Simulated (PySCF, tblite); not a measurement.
# C4H16B2N2: geometry, infrared bands, NMR shifts and electronic excitations, part 2 of 2

tblite 0.8.0 and PySCF 2.14.0. Atoms count from 0. Earlier steps stand in the parts before.

### 5 Shielding tensors: PBE0/pcSseg-1

The job: settings as JSON, then the geometry in Å.

```
{"job": {"kind": "nmr", "xc": "PBE0", "basis": "pcSseg-1"}, "charge": 0, "multiplicity": 1}
C     -1.617177    -0.407466     1.485774
C     -1.094801    -0.217374     0.063076
C     -1.173370     1.255237    -0.326448
C     -1.909158    -1.059088    -0.917328
N      0.313567    -0.701832     0.023552
B      1.226861    -0.516607    -1.275887
N      2.237837     0.453132    -0.516772
B      1.477513     0.047930     0.824093
H     -1.025654     0.182703     2.200783
H     -2.668726    -0.092460     1.558687
H     -1.562942    -1.466524     1.787289
H     -2.222761     1.583576    -0.305287
H     -0.788188     1.418046    -1.342663
H     -0.607165     1.882889     0.375649
H     -1.514735    -0.956966    -1.938987
H     -2.963006    -0.743530    -0.918669
H     -1.878360    -2.126107    -0.642406
H      0.290944    -1.683691     0.289104
H      1.775039    -1.566640    -1.562630
H      0.663442     0.014956    -2.216008
H      3.216642     0.187816    -0.563610
H      2.160189     1.434742    -0.769766
H      2.136424    -0.751193     1.466606
H      1.102863     1.008868     1.472063
```

Level: GIAO PBE0/pcSseg-1 NMR shielding, non-relativistic, gas phase.

Standard output:

```text
coarse grid: 18560 points
cycle   1  E = -320.8010334310  dE =  6.140e-01  |g| = 4.908e-01  |ddm| = 3.992e+00
cycle   2  E = -320.8053251915  dE = -4.292e-03  |g| = 5.062e-01  |ddm| = 9.209e-01
cycle   3  E = -320.8701420381  dE = -6.482e-02  |g| = 5.454e-02  |ddm| = 4.783e-01
cycle   4  E = -320.8706769486  dE = -5.349e-04  |g| = 3.066e-02  |ddm| = 7.853e-02
cycle   5  E = -320.8708681019  dE = -1.912e-04  |g| = 3.984e-03  |ddm| = 2.149e-02
cycle   6  E = -320.8708710383  dE = -2.936e-06  |g| = 1.975e-03  |ddm| = 5.411e-03
final grid: 175184 points
cycle   7  E = -320.9129977692  dE = -1.288e-04  |g| = 1.160e-02  |ddm| = 6.095e-02
cycle   8  E = -320.9129837928  dE =  1.398e-05  |g| = 1.408e-02  |ddm| = 2.259e-02
cycle   9  E = -320.9130311949  dE = -4.740e-05  |g| = 1.049e-03  |ddm| = 1.234e-02
cycle  10  E = -320.9130314067  dE = -2.118e-07  |g| = 3.777e-04  |ddm| = 1.106e-03
cycle  11  E = -320.9130314367  dE = -2.995e-08  |g| = 6.932e-05  |ddm| = 2.863e-04
cycle  12  E = -320.9130314375  dE = -8.297e-10  |g| = 3.382e-05  |ddm| = 8.397e-05
cycle  13  E = -320.9130314377  dE = -2.539e-10  |g| = 4.586e-06  |ddm| = 3.065e-05
converged SCF energy = -320.9130314377

GIAO shielding tensors (ppm)
atom      isotropic    diamagn.    paramagn.     s11        s22        s33       span
  0 C      154.573     247.477     -92.904    132.431    146.618    184.669     52.238
  1 C      133.390     239.558    -106.169    121.223    122.651    156.295     35.071
  2 C      163.569     248.997     -85.427    149.959    151.812    188.937     38.979
  3 C      154.667     247.250     -92.583    132.216    147.043    184.744     52.528
  4 N      201.314     323.367    -122.052    174.835    192.287    236.821     61.985
  5 B      114.858     191.614     -76.756     99.745    112.202    132.628     32.883
  6 N      242.998     319.883     -76.885    227.609    233.352    268.032     40.424
  7 B      114.810     191.761     -76.951     99.738    112.146    132.547     32.810
  8 H       29.566      30.601      -1.035     25.172     28.689     34.839      9.667
  9 H       30.439      30.373       0.067     26.462     27.960     36.895     10.432
 10 H       30.721      31.064      -0.342     27.254     28.063     36.847      9.592
 11 H       30.682      31.306      -0.623     26.780     28.351     36.917     10.137
 12 H       29.340      31.780      -2.440     25.147     28.250     34.624      9.477
 13 H       29.382      31.760      -2.377     25.215     28.215     34.718      9.503
 14 H       29.573      30.381      -0.808     25.152     28.729     34.838      9.686
 15 H       30.460      30.149       0.310     26.453     27.991     36.935     10.482
 16 H       30.717      30.817      -0.100     27.259     28.038     36.855      9.596
 17 H       29.705      36.214      -6.509     21.556     29.360     38.199     16.643
 18 H       27.962      31.323      -3.361     24.207     28.121     31.558      7.351
 19 H       27.930      31.701      -3.771     24.089     28.502     31.199      7.110
 20 H       29.941      29.557       0.384     22.803     25.837     41.182     18.378
 21 H       29.962      31.836      -1.874     23.138     27.906     38.842     15.704
 22 H       27.957      31.553      -3.596     24.207     28.114     31.549      7.342
 23 H       27.939      31.862      -3.923     24.077     28.530     31.209      7.132
```

Run time: 32 s. Hardware: 1 thread of Arm Neoverse V2, shared host; peak memory 1 GiB.

Shifts follow as δ = σ(reference) − σ, with reference shieldings (ppm) from runs at the same level and on the same kind of geometry: ¹H TMS 31.27, ¹³C TMS 184.4, ¹⁵N NH3 265.7, ¹¹B BF3·OEt2 100.7. The references are single molecules in the gas phase, so shifts against H2O, NH3, PH3, H3PO4 or CFCl3 are not on the usual liquid scales and can be off by tens of ppm. Atoms listed in one row are averaged.

| atoms | environment | σ (ppm) | δ (ppm) | δ scaled to CDCl3 |
| --- | --- | --- | --- | --- |
| C1 | fully substituted sp3 carbon bonded to N | 133.4 | 51.0 | 49.0 |
| C0, C2, C3 | methyl carbon | 157.6 | 26.8 | 25.5 |
| H19, H23 | hydrogen on a boron bonded to 2 N, in a 4-membered ring | 27.93 | 3.33 | – |
| H18, H22 | hydrogen on a boron bonded to 2 N, in a 4-membered ring | 27.96 | 3.31 | – |
| H17 | hydrogen on a donor nitrogen of a Lewis adduct | 29.70 | 1.56 | – |
| H20 | hydrogen on a donor nitrogen of a Lewis adduct | 29.94 | 1.33 | – |
| H21 | hydrogen on a donor nitrogen of a Lewis adduct | 29.96 | 1.30 | – |
| H8, H9, H10, H11, H12 and 4 more | hydrogen on a methyl carbon | 30.10 | 1.17 | 1.32 |
| N4 | donor nitrogen of a Lewis adduct | 201.3 | 64.4 | – |
| N6 | donor nitrogen of a Lewis adduct | 243.0 | 22.7 | – |
| B5, B7 | boron bonded to 2 N, 2 H, in a 4-membered ring | 114.8 | -14.1 | – |

The scaled column applies a straight-line fit of computed shieldings to shifts measured in CDCl3 (root-mean-square error 0.21 ppm for H, 2.0 ppm for C).

The run also stored atomic charges by several schemes (e):

| atoms | Mulliken | IAO | Hirshfeld | ESP fit |
| --- | --- | --- | --- | --- |
| C0, C2, C3 | -0.16 | -0.41 | -0.12 | -0.62 |
| C1 | -0.38 | 0.16 | 0.08 | 0.72 |
| N4 | -0.51 | -0.28 | -0.08 | -0.08 |
| B5, B7 | 0.07 | -0.11 | 0.03 | -0.02 |
| N6 | -0.46 | -0.42 | -0.14 | -0.38 |

Mayer bond orders: C0–C1 1.03, C1–C2 1.03, C1–C3 1.03, C1–N4 0.84, N4–B5 0.71, B5–N6 0.73, N6–B7 0.73, B7–N4 0.71.

Ring of atoms N4, B5, N6, B7: NICS(0) -5.7, NICS(1) -1.0, NICS(1)zz 0.6 ppm (means of both faces).

### 6 Ultraviolet spectrum: CAM-B3LYP/def2-SVPD

Settings changed since step 5:

```diff
@@ -1,2 +1,2 @@
-{"job": {"kind": "nmr", "xc": "PBE0", "basis": "pcSseg-1"}, "charge": 0, "multiplicity": 1}
+{"job": {"kind": "uv", "xc": "CAM-B3LYP", "basis": "def2-SVPD", "ip": true}, "charge": 0, "multiplicity": 1}
 C     -1.617177    -0.407466     1.485774
```

Level: TDDFT CAM-B3LYP/def2-SVPD, vertical, gas phase, core orbitals frozen in the response.

Standard output:

```text
coarse grid: 18560 points
cycle   1  E = -320.8463633568  dE =  8.355e-01  |g| = 4.116e-01  |ddm| = 1.773e+01
cycle   2  E = -320.8756103876  dE = -2.925e-02  |g| = 3.079e-01  |ddm| = 2.214e+00
cycle   3  E = -320.8972146637  dE = -2.160e-02  |g| = 5.395e-02  |ddm| = 1.027e+00
cycle   4  E = -320.8978061006  dE = -5.914e-04  |g| = 2.635e-02  |ddm| = 2.319e-01
cycle   5  E = -320.8979537393  dE = -1.476e-04  |g| = 3.402e-03  |ddm| = 1.175e-01
cycle   6  E = -320.8979567433  dE = -3.004e-06  |g| = 1.128e-03  |ddm| = 1.981e-02
final grid: 175184 points
cycle   7  E = -320.9539412256  dE = -8.605e-05  |g| = 5.702e-03  |ddm| = 5.824e-01
cycle   8  E = -320.9539420155  dE = -7.900e-07  |g| = 5.691e-03  |ddm| = 7.652e-02
cycle   9  E = -320.9539491317  dE = -7.116e-06  |g| = 4.268e-04  |ddm| = 1.269e-02
cycle  10  E = -320.9539491639  dE = -3.228e-08  |g| = 2.528e-04  |ddm| = 2.878e-03
cycle  11  E = -320.9539491793  dE = -1.536e-08  |g| = 3.448e-05  |ddm| = 1.530e-03
cycle  12  E = -320.9539491796  dE = -2.866e-10  |g| = 1.263e-05  |ddm| = 1.869e-04
converged SCF energy = -320.9539491796

Static polarisability (au): isotropic 94.190, principal 88.593 92.835 101.141

Singlet excitations
state   eV       nm        f      main configurations
  1   7.2678    170.6   0.00075   H->L 0.85
  2   7.5756    163.7   0.00080   H->L+1 0.60, H->L+3 0.19
  3   7.5923    163.3   0.03759   H-1->L 0.84
  4   7.8378    158.2   0.00077   H-2->L 0.71
  5   8.0695    153.6   0.01570   H-1->L+1 0.66, H-1->L+3 0.17
  6   8.2047    151.1   0.00006   H->L+3 0.59, H->L+1 0.12
  7   8.3554    148.4   0.01290   H-2->L+1 0.60, H-2->L+3 0.15
  8   8.4029    147.5   0.00684   H->L+2 0.91
  9   8.7183    142.2   0.00516   H-1->L+3 0.63, H-1->L+6 0.09, H-1->L+1 0.09
 10   8.7589    141.6   0.02202   H-1->L+2 0.63

Triplet excitations (Tamm-Dancoff, eV): 7.0690 7.4008 7.4039 7.6541
Vertical ionisation energy (delta-SCF) = 9.7666 eV
```

It took 6.1 min on 1 thread of Arm Neoverse V2, shared host; peak memory 1.4 GiB.

Frontier orbitals and where they lie:

| orbital | eV | atoms |
| --- | --- | --- |
| HOMO−3 | -10.81 | C1 21 %, C2 17 %, C0 11 % |
| HOMO−2 | -9.82 | B7 21 %, B5 21 %, H22 14 % |
| HOMO−1 | -9.53 | B5 17 %, B7 17 %, H18 11 % |
| HOMO | -9.11 | N4 20 %, B5 14 %, B7 14 % |
| LUMO | 0.92 | B7 22 %, B5 22 %, H20 10 % |
| LUMO+1 | 1.33 | C3 11 %, C0 11 %, H17 8 % |
| LUMO+2 | 1.76 | B5 25 %, B7 24 %, H23 5 % |

With each of the 10 states as a Gaussian band of 0.4 eV half-width at 1/e, the curve within the window shown has maxima at 162 nm (ε 1,800), 146 nm (ε 1,700) L/(mol cm). Beyond the last state computed it falls off for lack of states. The curve at chosen wavelengths:

```csv
nm,ε (L/mol/cm)
137,653
139,1026
141,1357
143,1572
145,1663
147,1667
149,1628
151,1578
153,1547
155,1563
157,1633
159,1731
161,1800
162,1805
164,1730
166,1539
168,1265
170,961
172,676
174,443
176,272
178,157
180,86
182,45
184,23
186,11
```

Further results of this job:

| property | computed |
| --- | --- |
| dipole moment (D) | 0.98 |
| polarisability (Å³) | 13.96 |
| HOMO–LUMO gap (eV) | 10.03 |
| −ε(HOMO) (eV) | 9.11 |

### 7 What came out

This closing draws on all 2 parts.

```
                                                                    quantity                                   value
                                   strongest single infrared mode (GFN2-xTB)                   2473 cm⁻¹, 439 km/mol
                                                zero-point energy (GFN2-xTB)                          133.3 kcal/mol
                                                                 point group                                      Cs
                                        rotational constants (main isotopes)                    3.15, 1.46, 1.35 GHz
     ¹³C shifts against TMS (PBE0/pcSseg-1, means over atoms taken as alike)                          51.0, 26.8 ppm
      ¹H shifts against TMS (PBE0/pcSseg-1, means over atoms taken as alike)  3.33, 3.31, 1.56, 1.33, 1.30, 1.17 ppm
                                      ¹⁵N shifts against NH3 (PBE0/pcSseg-1)                          64.4, 22.7 ppm
¹¹B shifts against BF3·OEt2 (PBE0/pcSseg-1, means over atoms taken as alike)                               -14.1 ppm
                                        lowest singlet (CAM-B3LYP/def2-SVPD)             7.27 eV (171 nm), f = 0.001
                                    brightest single state of those computed             state 3, 7.59 eV, f = 0.038
                                                              lowest triplet                                 7.07 eV
                                           vertical ionisation energy (ΔSCF)                                 9.77 eV
```

In words: The optimisation took 35 steps and gained 0.487 eV; among the close pairs (by a distance rule), N6–B7 changed most, from 1.540 to 1.586 Å (GFN2-xTB). All 66 modes are real, so the xTB geometry is a minimum. The strongest single mode, at 2473 cm⁻¹, moves mainly H18 and H22. Unscaled tight-binding wavenumbers are off by several per cent, some by more. Its intensities can rank the bands wrongly. Over 9 steps the energy fell by 0.214 eV; of the close pairs, B7–H22 changed most, 1.172 to 1.219 Å (PBE0/def2-SVP). C1 (fully substituted sp3 carbon bonded to N) lies farthest downfield among carbon, at 51.0 ppm; deshielded by the electronegative neighbour. At PBE0/pcSseg-1: The widest tensor belongs to N4: span 62 ppm, with a paramagnetic part of -122 ppm. The first singlet state (HOMO→LUMO 0.85) lies at 7.27 eV and is dark; of the 10 states computed, the strongest absorption comes from state 3 at 7.59 eV. The lowest triplet lies 0.20 eV below the lowest singlet (triplets in Tamm-Dancoff, singlets in full TDDFT). ΔSCF puts the ionisation energy at 9.77 eV, 0.66 eV above −ε(HOMO).
